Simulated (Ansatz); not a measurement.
I need a rigid scan of one bond angle of AlClH₂OS, SMILES [OH][Al]([SH])[Cl]. Use the Ansatz DFT code, driven from Python. Settings (for the species named): Hartree-Fock, cc-pVDZ basis, multiplicity 1.

```yaml
atoms:
  - { symbol: O, position_ang: [0.5315, 1.5051, -0.7100] }
  - { symbol: Al, position_ang: [-0.1239, -0.1383, -0.3219] }
  - { symbol: S, position_ang: [0.3148, -1.0544, 1.6831] }
  - { symbol: Cl, position_ang: [-1.2264, -1.2586, -1.8103] }
  - { symbol: H, position_ang: [1.3740, 1.3956, -1.1501] }
  - { symbol: H, position_ang: [-0.8279, -0.5135, 2.2630] }
```

`bend_alclh2os.py`:
```python
# -*- coding: utf-8 -*-
import ansatz as az
from ase import Atoms

atoms = Atoms(["O", "Al", "S", "Cl", "H", "H"], positions=[
    (0.5315, 1.5051, -0.71),
    (-0.1239, -0.1383, -0.3219),
    (0.3148, -1.0544, 1.6831),
    (-1.2264, -1.2586, -1.8103),
    (1.374, 1.3956, -1.1501),
    (-0.8279, -0.5135, 2.263),
])

first = az.Crystal.molecule_from_ase(atoms).calculation()
first = first.basis(gaussian="cc-pVDZ")
first = first.functional("hf")
first = first.relax(force_tolerance=0.02, max_steps=80)
atoms.positions = first.run(threads=1).report["positions_ang"]

rows = []
for angle in [90, 100, 110, 120, 135, 150, 165, 179]:
    bent = atoms.copy()
    bent.set_angle(1, 2, 5, angle, indices=[5])
    model = (
        az.Crystal.molecule_from_ase(bent).calculation()
        .basis(gaussian="cc-pVDZ")
        .functional("hf")
    )
    rows.append((angle, model.run(threads=1).report["free_energy_ev"]))
floor = min(e for _, e in rows)
for angle, e in rows:
    print(f"angle Al1-S2-H5 = {angle:3d} deg   {1000 * (e - floor):9.1f} meV")
```

```console
$ python bend_alclh2os.py
angle Al1-S2-H5 =  90 deg         0.0 meV
angle Al1-S2-H5 = 100 deg         6.7 meV
angle Al1-S2-H5 = 110 deg       106.4 meV
angle Al1-S2-H5 = 120 deg       289.0 meV
angle Al1-S2-H5 = 135 deg       681.4 meV
angle Al1-S2-H5 = 150 deg      1134.8 meV
angle Al1-S2-H5 = 165 deg      1515.4 meV
angle Al1-S2-H5 = 179 deg      1670.2 meV
```

The scan is rigid, and the energies are electronic, in a modest basis. The zero is the lowest point of the grid, which needn't be the minimum. Finished in 45 s on 1 thread of Arm Neoverse V1, on a shared host, peak memory 0.2 GiB.
